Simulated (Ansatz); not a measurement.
Geometry optimisation, DFT PBE-D3(BJ), scalar-relativistic, plane waves, PAW in Ansatz 0.2.0.

input.yaml

```yaml
accuracy: low
crystal:
  lattice:
    - [0.0, 3.916, 3.916]
    - [3.916, 0.0, 3.916]
    - [3.916, 3.916, 0.0]
  atoms:
    - { symbol: Mg, position: [0.0, 0.0, 0.0] }
    - { symbol: O, position: [0.25, 0.25, 0.25] }
    - { symbol: Mg, position: [0.0, 0.0, 0.5] }
    - { symbol: O, position: [0.25, 0.25, 0.75] }
    - { symbol: Mg, position: [0.0, 0.5, 0.0] }
    - { symbol: O, position: [0.25, 0.75, 0.25] }
    - { symbol: Mg, position: [0.0, 0.5, 0.5] }
    - { symbol: O, position: [0.25, 0.75, 0.75] }
    - { symbol: Mg, position: [0.5, 0.0, 0.0] }
    - { symbol: O, position: [0.75, 0.25, 0.25] }
    - { symbol: Mg, position: [0.5, 0.0, 0.5] }
    - { symbol: O, position: [0.75, 0.25, 0.75] }
    - { symbol: Mg, position: [0.5, 0.5, 0.0] }
    - { symbol: O, position: [0.75, 0.75, 0.25] }
    - { symbol: Mg, position: [0.5, 0.5, 0.5] }
    - { symbol: O, position: [0.75, 0.75, 0.75] }
    - { symbol: Mg, position: [0.1199799, 0.6378067, 0.1130877] }
basis:
  ecutwfc: 420.0
kpoints:
  mp_grid: { grid: [2, 2, 2] }
hamiltonian:
  xc: pbe
  dispersion: d3bj
  pseudopotentials: { kind: paw, azcp: { folder: soft_1 } }
scf:
  occupations: { method: fermi_dirac, width: 0.02 }
  lower_state_search: "off"
relax:
  f_tol: 0.08
  max_steps: 25
  adjacent_minimum: "off"
```

Command:

```bash
$ ansatz run input.yaml --threads 1 --pin off --max-ram 3072MiB --backend cpu --events-out ev --progress --plain --runs-dir out
```

Task: Where does it end, and by what steps?

Result: The run converged. The threshold is loose, so the end isn't yet a minimum. The force dipped under the threshold on the way, but the program's further checks kept it going. Limits of this set-up: coarse k mesh, low accuracy level. After 22 steps the energy has fallen by 6.957 eV; Mg1 moved furthest, 0.40 Å. The start is strongly strained (largest force component 8 eV/Å).

```csv
step,energy less start (eV),largest force component (eV/Å),accepted
0,0.0000,8.492,yes
1,-3.7275,5.161,yes
2,-6.4684,0.879,yes
3,-6.7071,0.743,yes
4,-6.8086,0.929,yes
5,-6.8958,0.234,yes
6,-6.9165,0.289,yes
7,-6.9269,0.114,yes
8,-6.9323,0.144,yes
9,-6.9422,0.262,yes
10,-6.9498,0.118,yes
11,-6.9535,0.075,yes
12,-6.9551,0.053,yes
13,-6.9554,0.039,yes
14,-6.9555,0.018,yes
15,-6.9556,0.009,yes
16,-6.9556,0.007,yes
17,-6.9556,0.007,yes
18,-6.9556,0.009,yes
19,-6.9556,0.011,yes
20,-6.9557,0.019,yes
21,-6.9559,0.038,yes
22,-6.9565,0.067,yes
```

```xyz
17
Lattice="0.0000 3.9160 3.9160 3.9160 0.0000 3.9160 3.9160 3.9160 0.0000" Properties=species:S:1:pos:R:3
Mg 0.229 -0.228 0.228
O 1.982 1.947 1.980
Mg 1.970 2.014 -0.002
O 3.840 4.003 2.018
Mg 1.805 -0.161 1.798
O 3.922 2.021 3.919
Mg 4.057 2.070 1.833
O 5.697 3.952 3.992
Mg -0.001 2.012 1.968
O 2.019 4.003 3.839
Mg 1.954 3.915 1.958
O 3.863 5.783 3.863
Mg 1.828 2.072 4.060
O 3.979 3.957 5.704
Mg 3.861 3.927 3.861
O 5.940 5.797 5.939
Mg 2.988 0.820 3.001
```

Run time: 42 s on 1 thread of Intel(R) Xeon(R) 6975P-C (Granite Rapids), on a shared host, peak memory 0.43 GiB.
